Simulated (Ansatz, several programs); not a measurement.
CaPb3S4 as one 8-atom ordering (Pm-3m) on the rocksalt lattice, relaxed with PBE in Ansatz (plane waves, PAW): the symmetry is Pm-3m (No. 221, cubic); a = 5.953 Å in the conventional setting, 26.37 Å³ an atom. Around Pb lie 6 S at 2.98 Å; around S lie 4 Pb at 2.98 Å and 2 Ca at 2.98 Å; around Ca lie 6 S at 2.98 Å; around S lie 6 Pb at 2.98 Å. The cell was then scaled with its shape and fractional coordinates held. The calculation is spin-unpolarised, and the structure need not be a phase that has been made.

```tsv
V (Å³/atom)	E (meV/atom)
24.783	17.77
26.365	0.00
27.156	3.76
27.947	14.32
```

**Question.** Pass a cubic E = c₀ + c₁u + c₂u² + c₃u³, with u = V − 26.563 Å³, through these points.

**Answer.** c₀ = 0.24, c₁ = +2.430, c₂ = 6.166, c₃ = -0.4117 (meV and Å³).

**Question.** Where is the minimum, and what bulk modulus follows?

**Answer.** dE/du = 0 at u = -0.193, so V₀ = 26.37 Å³. B = V₀ d²E/dV² = 26.37 × (2c₂ + 6c₃u) = 26.37 × 12.810 = 338 meV/Å³, and 1 meV/Å³ is 0.16022 GPa: 54 GPa. A third-order Birch-Murnaghan fit to all five points gives 26.37 Å³ and 54 GPa.

**Question.** Predict the energy and the pressure at the withheld volume, 25.574 Å³.

**Answer.** With u = -0.989: E ≈ 4.27 meV and P = −dE/dV ≈ +1.76 GPa. The run gives 4.21 meV and, from its stress, +1.75 GPa.
